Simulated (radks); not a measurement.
# Re⁺ in [Xe] 4f14 5d4 6s1 6p1: an all-electron calculation

Aim: the levels, the sizes of the orbitals and the parts of the energy of the rhenium ion Re+.

Program: radks (a radial shooting solver on a logarithmic mesh, Libxc functionals) version 1. Level of theory: scalar-relativistic Kohn-Sham, PBEsol, spin-polarised, spherical densities, point nucleus; open shells are filled with parallel spins first. These are calculated values, not measurements, unless marked.

### Step 1. The system

```
element       : rhenium (Z = 75)
charge        : +1
electrons     : 74
configuration : [Xe] 4f14 5d4 6s1 6p1
```

The outer shells:

Re⁺
```
[Xe] core
4f [↑↓][↑↓][↑↓][↑↓][↑↓][↑↓][↑↓]
5d [↑ ][↑ ][↑ ][↑ ][  ]
6s [↑ ]
6p [↑ ][  ][  ]
```

### Step 2. The run

Settings of this run:

```text
Z 75
configuration [Xe] 4f14 5d4 6s1 6p1 7s0 5f0
relativity scalar-relativistic
functional pbe_sol,pbe_sol
spin polarised
nucleus point
c 137.035999084
```

Run with:

```bash
python run_ks.py task.json out
```

All runs below come from this command, one after another.

What does the calculation give?

**Answer**, as computed:

```
                        quantity                   value
                    total energy     -16686.9618 hartree
exchange-correlation share of it                  1.95 %
                            −T/E                  1.1052
          highest occupied level        6p up, -8.953 eV
    most extended occupied level  6p up, <r> = 3.46 bohr
 radius at density 0.001 e/bohr³               4.54 bohr
    maxima of the radial density                       4
```

**Reading.** The radial density shows 4 maxima for 6 occupied principal shells; where shells overlap, one shows as a shoulder or not at all. Relativity lifts −T/E to 1.105. This is not the tabulated ground configuration, so its levels and sizes aren't those of the ground state, and no measured value stands beside it.
